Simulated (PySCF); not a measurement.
# C9H9N: excited states, first hyperpolarisability

Wanted: excited states, first hyperpolarisability for C9H9N (`Cc1cccc2cc[nH]c12`).

Computed with PySCF 2.14.0 and routines of our own; the level stands in each step. Atoms count from 0.

## (1) The starting structure

19 atoms, charge 0, multiplicity 1; geometry from: GFN2-xTB.

## (2) Optimising the geometry at PBE0-D3(BJ)/def2-SVP

The job: settings as JSON, then the geometry in Å.

```
{"job": {"xc": "PBE0", "basis": "def2-SVP", "d3": "d3bj", "grid": 2, "kind": "geom"}, "charge": 0, "multiplicity": 1}
C      2.212652    -1.102166     0.266731
C      1.144380    -0.055546     0.151685
C      1.416469     1.296177     0.222343
C      0.411765     2.262238     0.108710
C     -0.904796     1.911284    -0.076689
C     -1.223136     0.554360    -0.151350
C     -2.436380    -0.168966    -0.328558
C     -2.116991    -1.491058    -0.318066
N     -0.769456    -1.642459    -0.143468
C     -0.192788    -0.408412    -0.036873
H      3.185180    -0.639020     0.412024
H      2.015166    -1.762266     1.112036
H      2.252620    -1.711883    -0.636840
H      2.437347     1.619458     0.369665
H      0.687254     3.305301     0.169335
H     -1.677357     2.660707    -0.162683
H     -3.415423     0.251102    -0.446559
H     -2.754080    -2.349283    -0.419740
H     -0.282230    -2.520316    -0.099166
```

Launch:

```bash
$ OMP_NUM_THREADS=1 python excited_run.py task.json out
```

The driver reads the jobs from task.json and runs them one after another.

Standard output:

```text
step   0  E = -402.39863479  max force = 0.011265
step   1  E = -402.40054001  max force = 0.001900
step   2  E = -402.40054980  max force = 0.001059
step   3  E = -402.40054200  max force = 0.002016
step   4  E = -402.40055489  max force = 0.000229
optimisation converged
```

It took 73 s on 1 thread of Intel Xeon 6975P-C, shared host; peak memory 0.85 GiB.

The steps of the relaxation:

```tsv
step	energy from step 0 (eV)	largest force component (eV/Å)
0	0.0000	0.5793
1	-0.0518	0.0977
2	-0.0521	0.0545
3	-0.0519	0.1037
4	-0.0522	0.0118
```

Close pairs (by a distance rule), those that changed most:

```tsv
bond	before (Å)	after (Å)	change (Å)
C6–H16	1.072	1.088	+0.016
C7–H17	1.074	1.088	+0.015
C0–H11	1.091	1.104	+0.013
C0–H12	1.091	1.104	+0.013
C4–H15	1.080	1.092	+0.013
C2–H13	1.081	1.093	+0.013
C3–H14	1.081	1.092	+0.012
C0–H10	1.087	1.098	+0.011
```

The final coordinates are the input of the step that follows.

```tsv
at the end point	value
point group (found at 0.08 Å tolerance)	Cs
rotational constants (GHz, main isotopes)	2.145, 1.517, 0.894
dipole moment (D)	2.48
```

## (3) Excited states: TDA wB97X-D/aug-cc-pVDZ

The job: settings as JSON, then the geometry in Å.

```
{"job": {"kind": "states", "xc": "wB97X-D", "basis": "aug-cc-pVDZ", "tda": true, "soc": true, "nstates": 6, "ntriplets": 5, "nquad": 4}, "charge": 0, "multiplicity": 1}
C      2.296779    -1.095073     0.243668
C      1.240047    -0.038798     0.127839
C      1.515755     1.322522     0.197749
C      0.506595     2.299495     0.085550
C     -0.819365     1.944705    -0.101020
C     -1.147055     0.579819    -0.177739
C     -2.368190    -0.150459    -0.359125
C     -2.041645    -1.482072    -0.347545
N     -0.686680    -1.621871    -0.169275
C     -0.108880    -0.381243    -0.061582
H      3.290104    -0.650067     0.391245
H      2.104895    -1.769355     1.095904
H      2.344965    -1.721841    -0.663332
H      2.551593     1.640411     0.344645
H      0.782024     3.354864     0.147918
H     -1.596502     2.707611    -0.187016
H     -3.366745     0.262266    -0.483110
H     -2.680009    -2.357121    -0.454377
H     -0.193557    -2.500735    -0.124015
```

Method: TDA wB97X-D/aug-cc-pVDZ excited states, vertical, gas phase, spin-orbit mean-field couplings.

Standard output:

```text
coarse grid: 16416 points
cycle   1  E = -402.9754347502  dE =  2.399e+00  |g| = 3.637e-01  |ddm| = 3.728e+01
cycle   2  E = -402.9960645307  dE = -2.063e-02  |g| = 3.059e-01  |ddm| = 4.850e+00
cycle   3  E = -403.0195414228  dE = -2.348e-02  |g| = 7.662e-02  |ddm| = 1.874e+00
cycle   4  E = -403.0208842612  dE = -1.343e-03  |g| = 3.282e-02  |ddm| = 5.506e-01
cycle   5  E = -403.0211483990  dE = -2.641e-04  |g| = 4.680e-03  |ddm| = 3.228e-01
cycle   6  E = -403.0211552406  dE = -6.842e-06  |g| = 2.221e-03  |ddm| = 4.972e-02
final grid: 160216 points
cycle   7  E = -403.0364089381  dE = -1.697e-04  |g| = 6.545e-03  |ddm| = 1.891e+00
cycle   8  E = -403.0364111621  dE = -2.224e-06  |g| = 6.647e-03  |ddm| = 1.615e-01
cycle   9  E = -403.0364206506  dE = -9.488e-06  |g| = 8.326e-04  |ddm| = 3.646e-02
cycle  10  E = -403.0364208020  dE = -1.514e-07  |g| = 5.691e-04  |ddm| = 1.671e-02
cycle  11  E = -403.0364208909  dE = -8.885e-08  |g| = 9.064e-05  |ddm| = 4.706e-03
cycle  12  E = -403.0364208943  dE = -3.389e-09  |g| = 3.978e-05  |ddm| = 1.007e-03
cycle  13  E = -403.0364208953  dE = -1.047e-09  |g| = 1.037e-05  |ddm| = 6.848e-04
cycle  14  E = -403.0364208954  dE = -1.064e-10  |g| = 6.603e-06  |ddm| = 1.649e-04
converged SCF energy = -403.0364208954

Singlet excitations
state   eV       nm        f     d(h-e)  d(exc)  Lambda  PR(NTO)  |dmu|/D   mu/D   main configurations
  1   5.0715   244.5   0.02908   0.158   3.110   0.673   1.856    0.524    2.266   H-1->L+3 0.55, H->L+9 0.31
  2   5.2296   237.1   0.14466   0.806   3.367   0.755   1.347    2.350    4.173   H->L+3 0.75, H-1->L+9 0.10
  3   5.3157   233.2   0.00063   2.358   4.869   0.174   1.047    9.845    7.542   H->L 0.81
  4   5.7730   214.8   0.01418   2.153   4.884   0.152   1.483    8.890    6.605   H-1->L 0.64, H->L+1 0.15
  5   5.8186   213.1   0.00109   1.081   5.147   0.166   1.079                     H->L+2 0.70
  6   5.9405   208.7   0.00068   1.159   5.356   0.146   1.557                     H->L+1 0.57, H-1->L 0.15

Triplet excitations (Tamm-Dancoff)
state   eV     d(h-e)  d(exc)  Lambda  PR(NTO)   main configurations
  1   3.5918   0.095   2.958   0.749   1.213   H->L+3 0.83
  2   4.2384   0.058   2.971   0.656   1.167   H-1->L+3 0.84
  3   4.7629   0.175   2.835   0.721   1.273   H-1->L+9 0.47, H->L+9 0.30
  4   4.9463   0.604   2.970   0.713   1.083   H->L+9 0.46, H-1->L+9 0.41
  5   5.0643   0.066   2.660   0.599   2.120   H-2->L+3 0.30, H->L+11 0.14, H->L+13 0.13
S1 - T1 = 1.4797 eV

Spin-orbit couplings |<S|Hso|T>| (cm-1)
             T1       T2       T3       T4       T5
S0        0.006    0.046    0.058    0.055    0.094
S1        0.060    0.005    0.047    0.007    0.035
S2        0.012    0.045    0.015    0.031    0.007
S3        1.626    0.383    1.608    1.526    0.973
S4        0.509    1.507    1.909    1.193    0.197
S5        0.257    0.561    1.418    1.266    0.901
S6        1.789    1.107    0.539    0.555    0.172
T1 sublevels (cm-1): 0.000 0.000 0.000   radiative rates (1/s): 0.00131 0.00497 0.000343
```

Run time: 87 s. Hardware: 1 thread of Intel Xeon 6975P-C, shared host; peak memory 1.3 GiB.

From this job:

```tsv
quantity	value
S1 less T1	1.48 eV
```

The fields below are evaluated on a grid from the run's orbitals.

Frontier orbitals at wB97X-D/aug-cc-pVDZ, with the share of their density that lies nearest to each atom:

```tsv
orbital	energy (eV)	lies on
HOMO	-7.56	C4, C6 about 17 % each; C1, C2 about 12 % each; C7 11 %
LUMO	0.83	H18 30 %; H17 20 %; H11, H12 about 16 % each
```

ELF in a plane through or near 17 of the atoms.

Ten even steps from '0' (0.00) to '9' (1.00):
```
0000000000000000000000000000
0000000000000000000000000000
0000000000000000000000000000
0000000000000000000000000000
0000000000000077300033000000
0000000012100499810599810000
0000011246510399743899940000
0000499822520152684399600000
0000899965965558544461000000
0000278526267594415344310000
0000000015855469368259993000
0000017994252025438589994000
0000069996496554851017840000
0000017842538686485000000000
0000000002897547999700000000
0000000007999504999810000000
0000000007999200486100000000
0000000000121000000000000000
0000000000000000000000000000
0000000000000000000000000000
```
The map spans 12.1 Å across and 11.7 Å up, centred on the molecule. Atoms in the plane (x, y in Å): C0 (-2.1, 1.3), C1 (-1.2, 0.2), C2 (-1.6, -1.1), C3 (-0.7, -2.2), C4 (0.7, -2.0), C5 (1.2, -0.7), C6 (2.5, -0.1), C7 (2.3, 1.3), N8 (1.0, 1.5), C9 (0.2, 0.4), H10 (-3.1, 1.0), H13 (-2.6, -1.4), H14 (-1.1, -3.2), H15 (1.4, -2.9), H16 (3.4, -0.6), H17 (3.0, 2.1), H18 (0.6, 2.5).

On the surface of density 0.002 e/bohr³ the electrostatic potential runs, from the 1st to the 99th percentile, from -0.99 V near C3 to 2.12 V near H18.

## (4) Excited states: TDDFT CAM-B3LYP/aug-cc-pVDZ

Settings changed since step 3:

```diff
@@ -1,2 +1,2 @@
-{"job": {"kind": "states", "xc": "wB97X-D", "basis": "aug-cc-pVDZ", "tda": true, "soc": true, "nstates": 6, "ntriplets": 5, "nquad": 4}, "charge": 0, "multiplicity": 1}
+{"job": {"kind": "states", "xc": "CAM-B3LYP", "basis": "aug-cc-pVDZ", "tpa": true, "nstates": 8, "nquad": 6, "ntriplets": 0}, "charge": 0, "multiplicity": 1}
 C      2.296779    -1.095073     0.243668
```

Method: TDDFT CAM-B3LYP/aug-cc-pVDZ excited states, vertical, gas phase, two-photon moments by quadratic response.

Standard output:

```text
coarse grid: 16416 points
cycle   1  E = -402.8682640526  dE =  2.285e+00  |g| = 3.887e-01  |ddm| = 4.870e+01
cycle   2  E = -402.8793830238  dE = -1.112e-02  |g| = 3.787e-01  |ddm| = 5.222e+00
cycle   3  E = -402.9165742756  dE = -3.719e-02  |g| = 8.912e-02  |ddm| = 2.477e+00
cycle   4  E = -402.9182463070  dE = -1.672e-03  |g| = 4.018e-02  |ddm| = 6.529e-01
cycle   5  E = -402.9186392948  dE = -3.930e-04  |g| = 5.726e-03  |ddm| = 4.185e-01
cycle   6  E = -402.9186473109  dE = -8.016e-06  |g| = 2.470e-03  |ddm| = 4.617e-02
final grid: 160216 points
cycle   7  E = -402.9505295504  dE = -3.111e-05  |g| = 4.911e-03  |ddm| = 1.227e+00
cycle   8  E = -402.9505284442  dE =  1.106e-06  |g| = 5.534e-03  |ddm| = 1.254e-01
cycle   9  E = -402.9505361045  dE = -7.660e-06  |g| = 6.935e-04  |ddm| = 4.176e-02
cycle  10  E = -402.9505362272  dE = -1.227e-07  |g| = 2.409e-04  |ddm| = 5.837e-03
cycle  11  E = -402.9505362439  dE = -1.671e-08  |g| = 9.437e-05  |ddm| = 2.942e-03
cycle  12  E = -402.9505362465  dE = -2.677e-09  |g| = 2.441e-05  |ddm| = 7.644e-04
cycle  13  E = -402.9505362468  dE = -2.784e-10  |g| = 8.610e-06  |ddm| = 2.490e-04
converged SCF energy = -402.9505362468

Singlet excitations
state   eV       nm        f     d(h-e)  d(exc)  Lambda  PR(NTO)  |dmu|/D   mu/D   delta(TPA)   sigma/GM   main configurations
  1   4.9611   249.9   0.05284   0.224   3.204   0.704   1.619    0.774    2.270       19.08      0.172   H-1->L+3 0.41, H->L+3 0.34, H->L+9 0.15
  2   5.0147   247.2   0.00013   2.648   4.901   0.202   1.031   10.673    8.362       33.37      0.307   H->L 0.90
  3   5.0388   246.1   0.11325   0.617   3.292   0.719   1.508    1.739    3.665        5.40      0.050   H->L+3 0.53, H-1->L+3 0.23, H->L+9 0.14
  4   5.4759   226.4   0.01207   2.584   4.893   0.178   1.263   10.317    8.022       71.38      0.784   H-1->L 0.80
  5   5.5524   223.3   0.00048   1.386   5.130   0.190   1.052    6.085    8.404       23.76      0.268   H->L+2 0.63, H->L+1 0.23
  6   5.6523   219.4   0.00184   1.258   5.414   0.177   1.321    5.527    3.707      115.89      1.356   H->L+1 0.55, H->L+2 0.20, H-1->L 0.10
  7   5.9685   207.7   0.00918   1.404   5.051   0.164   1.284                                            H-1->L+2 0.45, H-1->L+1 0.34
  8   6.0953   203.4   0.00497   0.829   5.506   0.164   1.185                                            H->L+4 0.43, H->L+5 0.33
```

It took 96 s on 1 thread of Intel Xeon 6975P-C, shared host; peak memory 1.4 GiB.

## (5) First hyperpolarisability: quadratic response CAM-B3LYP/aug-cc-pVDZ

Settings changed since step 4:

```diff
@@ -1,2 +1,2 @@
-{"job": {"kind": "states", "xc": "CAM-B3LYP", "basis": "aug-cc-pVDZ", "tpa": true, "nstates": 8, "nquad": 6, "ntriplets": 0}, "charge": 0, "multiplicity": 1}
+{"job": {"kind": "beta", "xc": "CAM-B3LYP", "basis": "aug-cc-pVDZ"}, "charge": 0, "multiplicity": 1}
 C      2.296779    -1.095073     0.243668
```

Method: quadratic response CAM-B3LYP/aug-cc-pVDZ first hyperpolarisability, Taylor convention, gas phase.

Standard output:

```text
coarse grid: 16416 points
cycle   1  E = -402.8682640526  dE =  2.285e+00  |g| = 3.887e-01  |ddm| = 4.870e+01
cycle   2  E = -402.8793830238  dE = -1.112e-02  |g| = 3.787e-01  |ddm| = 5.222e+00
cycle   3  E = -402.9165742755  dE = -3.719e-02  |g| = 8.912e-02  |ddm| = 2.477e+00
cycle   4  E = -402.9182463070  dE = -1.672e-03  |g| = 4.018e-02  |ddm| = 6.529e-01
cycle   5  E = -402.9186392948  dE = -3.930e-04  |g| = 5.726e-03  |ddm| = 4.185e-01
cycle   6  E = -402.9186473109  dE = -8.016e-06  |g| = 2.470e-03  |ddm| = 4.617e-02
final grid: 160216 points
cycle   7  E = -402.9505295504  dE = -3.111e-05  |g| = 4.911e-03  |ddm| = 1.227e+00
cycle   8  E = -402.9505284442  dE =  1.106e-06  |g| = 5.534e-03  |ddm| = 1.254e-01
cycle   9  E = -402.9505361045  dE = -7.660e-06  |g| = 6.935e-04  |ddm| = 4.176e-02
cycle  10  E = -402.9505362272  dE = -1.227e-07  |g| = 2.409e-04  |ddm| = 5.837e-03
cycle  11  E = -402.9505362439  dE = -1.672e-08  |g| = 9.437e-05  |ddm| = 2.942e-03
cycle  12  E = -402.9505362466  dE = -2.675e-09  |g| = 2.441e-05  |ddm| = 7.644e-04
cycle  13  E = -402.9505362468  dE = -2.759e-10  |g| = 8.610e-06  |ddm| = 2.490e-04
converged SCF energy = -402.9505362468

Lowest singlets (eV, f): 4.9611 0.0528  5.0147 0.0001  5.0388 0.1133

First hyperpolarisability (au)
process     nm      |vector|   parallel      HRS      DR
static         -       97.06      56.32      48.86    3.13
shg       1907.0      100.95      58.43      51.57   3.004
eope      1907.0       98.34      57.01          -       -
shg       1064.0      110.23      63.38      58.66   2.691
eope      1064.0      101.23      58.59          -       -
```

It took 84 s on 1 thread of Intel Xeon 6975P-C, shared host; peak memory 1.4 GiB.

## (6) Results

| quantity | value |
| --- | --- |
| point group | Cs |
| rotational constants (main isotopes) | 2.14, 1.52, 0.89 GHz |
| S1 less T1 (step 3, TDA wB97X-D/aug-cc-pVDZ) | 1.48 eV |
| surface potential, 1st and 99th percentile | -0.99 V and 2.12 V |
| β vector (step 5, quadratic response CAM-B3LYP/aug-cc-pVDZ) | static 97, SHG 1907.0 nm 101, SHG 1064.0 nm 110 au |

In words: The optimisation took 4 steps and gained 0.052 eV; among the close pairs (by a distance rule), C6–H16 changed most, from 1.072 to 1.088 Å. In step 3, the number of triplets below S1 is at least 5, and the largest singlet-triplet spin-orbit coupling is S4–T3, 1.91 cm⁻¹. β grows from 97 au (static) to 110 au for doubling at 1064.0 nm: normal dispersion, which grows as twice the photon energy moves toward the bright states.
